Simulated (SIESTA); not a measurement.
Ba2Tl5V3O12:

```
CELL_PARAMETERS angstrom
6.48991 -6.67692 -0.04765
6.48991 6.67692 -0.04765
-1.96739 0.00000 5.75220
ATOMIC_POSITIONS crystal
Ba 0.47917 0.52083 0.00000
Ba 0.79264 0.20736 0.00000
V 0.65694 0.94605 0.25735
V 0.05395 0.34306 0.74265
V 0.57442 0.42558 0.50000
Tl 0.49835 0.85629 0.63726
Tl 0.14371 0.50165 0.36274
Tl 0.01508 0.98492 0.50000
Tl 0.30964 0.12677 0.21892
Tl 0.87323 0.69036 0.78108
O 0.00390 0.26325 0.44275
O 0.59719 0.60676 0.67706
O 0.91333 0.42820 0.84635
O 0.52536 0.79943 0.20594
O 0.68766 0.41628 0.31356
O 0.09251 0.20316 0.88601
O 0.58372 0.31234 0.68644
O 0.79684 0.90749 0.11399
O 0.57180 0.08667 0.15365
O 0.20057 0.47464 0.79406
O 0.73675 0.99610 0.55725
O 0.39324 0.40281 0.32294
```

The cell was built by a generator and needn't be a form met in nature.

Base run:

```yaml
Program: SIESTA 5.4.2
Functional: PBEsol
Potentials_or_basis: PseudoDojo 0.4 standard (PBEsol files)
Basis: DZP (energy shift 0.003 Ry; two zetas on semicore shells; d shell added on Ba)
Grid_cutoff: 800 Ry
Energy_shift: 0.003 Ry
k_mesh: 3 × 3 × 5
Occupations: fermi-dirac, width 0.05 eV
Spin: collinear spin, ferromagnetic start
Starting_moments: "[0.0, 0.0, 2.0, 2.0, 2.0, 0.0, 0.0, 0.0, 0.0, 0.0, 0.0, 0.0, 0.0, 0.0, 0.0, 0.0, 0.0, 0.0, 0.0, 0.0, 0.0, 0.0] μB"
```

Its results: band gap on the k mesh 2.79 eV, indirect (least direct gap 2.85 eV); pressure -1.6 GPa; net moment 0.00 μB per cell; largest force 0.261 eV/Å.

Task: After a change of settings the same cell gave: band gap on the k mesh 2.73 eV, indirect (least direct gap 2.78 eV); pressure -3.9 GPa; net moment 0.00 μB per cell; largest force 0.479 eV/Å. Which change was it?
A. functional from PBEsol to AM05
B. functional from PBEsol to BLYP; potentials or basis from PseudoDojo 0.4 standard (PBEsol files) to PseudoDojo 0.4 standard (PBE files)
C. functional from PBEsol to LDA; potentials or basis from PseudoDojo 0.4 standard (PBEsol files) to PseudoDojo 0.4 standard (LDA files)
D. functional from PBEsol to RPBE; potentials or basis from PseudoDojo 0.4 standard (PBEsol files) to PseudoDojo 0.4 standard (PBE files)

Result: C.

Caveats: this set's barium file shifts pressures by up to 1 GPa against other sets; spin-orbit coupling is left out, which as a rule narrows the gap of such compounds by several tenths of an eV; the basis of atomic orbitals isn't converged, which shifts pressures, moduli and gaps.

Runs at the PBE level aren't shown here.
